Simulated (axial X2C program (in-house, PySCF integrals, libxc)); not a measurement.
**NSnO: bond lengths and stretches, held linear**

One table from this session's results is given with a row withheld; the runs are named, their logs left out.

Computed with an in-house X2C program for linear molecules on PySCF integrals. Level: all-electron X2C, two-component (2c) or spin-free, N dyall-av3z, Sn dyall-v3z, O dyall-av3z.

All values are calculated.

2 further runs of the same task are left out: 2 set aside as unsound or not needed.

The first run:

task.json reads:

```json
{
 "zs": [
  7,
  50,
  8
 ],
 "q": 0,
 "bas": [
  "dyall-av3z",
  "dyall-v3z",
  "dyall-av3z"
 ],
 "r0": [
  1.9,
  1.87
 ],
 "symm": 0,
 "scan": [
  "PBE0",
  "HF",
  "LDA"
 ],
 "levels": [
  "PBE0",
  "HF",
  "BHandHLYP"
 ],
 "nst": 2
}
```

Keys: zs atomic numbers; q charge; bas basis sets; r0 starting distance in Å; symm equal bonds; scan levels of the two-bond scan; levels methods; nst determinants followed.

Run with:

```
python solin.py task.json out
```

Masses N 14.003, Sn 119.902, O 15.995 u.

Steps of the session up to this table: Scan at PBE0, 2c; Scan at LDA, 2c; Scan at PBE0, spin-free.

One of the session's tables, all rows but one given; the rest of the session is left out.

| level | r(Sn–O) (Å) | lower stretch (cm⁻¹) | upper stretch (cm⁻¹) |
| --- | --- | --- | --- |
| PBE0, 2c | 1.814 | 685.3 | 864.8 |
| LDA, 2c | 1.823 | 693.4 | 821.8 |
| PBE0, spin-free | ? | ? | ? |
| LDA, spin-free | 1.823 | 694.2 | 820.5 |

Estimate the missing values for PBE0, spin-free.

The run gave: r(Sn–O) (Å): 1.813; lower stretch (cm⁻¹): 685.3; upper stretch (cm⁻¹): 864.6. In the column «r(Sn–O) (Å)» it is the lowest.

Scans not shown above were run alike.

In words: Over the levels the N–Sn bond spans 1.905 to 1.927 Å and the Sn–O bond 1.813 to 1.823 Å. At PBE0 spin–orbit coupling leaves both bonds unchanged to 0.001 Å. Each state is one determinant, the lowest of a limited PBE0 search; the stretches come from a fit to few points and are good to some per cent at best. The molecule was held linear; bending was not examined, so a bent shape may lie lower. Note: functional without a current term on a determinant with orbital currents, of the molecule or an atom.
